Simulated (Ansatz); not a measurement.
**NaLaMnMoO6 under changes of volume**

One of the cells (12.008 Å³/atom); the others are scaled copies at fixed shape and fractional positions:

```xyz
20
Lattice="5.4052 0.0014 0.0015 0.0746 5.4046 -0.0118 0.0304 -0.0143 8.2208" Properties=species:S:1:pos:R:3 pbc="T T T"
Na    2.7815    2.7347    2.0499
Na    2.7288    2.6570    6.1606
La    0.0738    0.0631    2.0551
La    5.4365    5.3286    6.1553
Mn    2.7026    0.0007    0.0007
Mn    0.0525    2.6951    4.1045
Mo    0.0373    2.7023   -0.0059
Mo    2.7178   -0.0065    4.1111
O     5.1705    2.9313    1.9060
O     0.3397    2.4604    6.3045
O     1.5424    1.5135    0.3942
O     3.9679    3.8782    7.8163
O     1.1984    4.3047    8.2077
O     4.3118    1.0870    0.0027
O     2.4937    0.2699    6.0216
O     3.0165    5.1218    2.1889
O     1.1608    4.2891    4.0933
O     4.3495    1.1026    4.1172
O     1.5486    1.5136    3.7103
O     3.9617    3.8780    4.5001
```

The cell was built by a generator and needn't be a form met in nature.

```yaml
Program: Ansatz 0.2.0
Functional: PBE
Potentials_or_basis: Ansatz PAW
Cutoff: "420 eV (not typed: the program's choice for these potentials)"
k_mesh: 5 × 5 × 4
Occupations: fermi-dirac, width 0.05 eV
Spin: collinear spin, ferromagnetic start
Starting_moments: "[0.0, 0.0, 0.0, 0.0, 4.0, 4.0, 1.0, 1.0, 0.0, 0.0, 0.0, 0.0, 0.0, 0.0, 0.0, 0.0, 0.0, 0.0, 0.0, 0.0] μB"
```

```tsv
volume (Å³/atom)	energy over the lowest point (meV/atom)	pressure (GPa)	moment (μB per cell)	largest force (eV/Å)
11.287	?	?	?	?
11.527	10.90	7.6	6.50	0.547
11.767	2.62	3.6	6.67	0.252
12.008	0.00	0.0	6.83	0.035
12.248	2.52	-3.2	6.97	0.264
12.488	9.65	-6.1	7.13	0.494
12.728	20.85	-8.7	7.29	0.710
```

What does the run at 11.287 Å³/atom give?

Energy over the lowest point 25.51 meV/atom; pressure 12.1 GPa; moment 6.34 μB per cell; largest force 0.872 eV/Å.

Worked out: A Birch-Murnaghan fit of order 3 (a polynomial in V^(-2/3)) to the other rows has its minimum at 12.01 Å³/atom with B0 = V·E''(V) = 170 GPa and B' = 4.4 at fixed shape and positions, which overstates the stiffness. It gives 25.54 meV/atom at 11.287 Å³/atom, against the run's 25.51, and -dE/dV = 12.1 GPa, against 12.1. A straight line through the other rows of the moment, of slope 0.651 μB per Å³/atom, extrapolates to 6.35 μB, against the run's 6.34.

Energies are extrapolated to zero smearing.

Caveats: only a ferromagnetic start was run, and an antiferromagnetic order may lie lower in energy; the starting moments weren't kept.
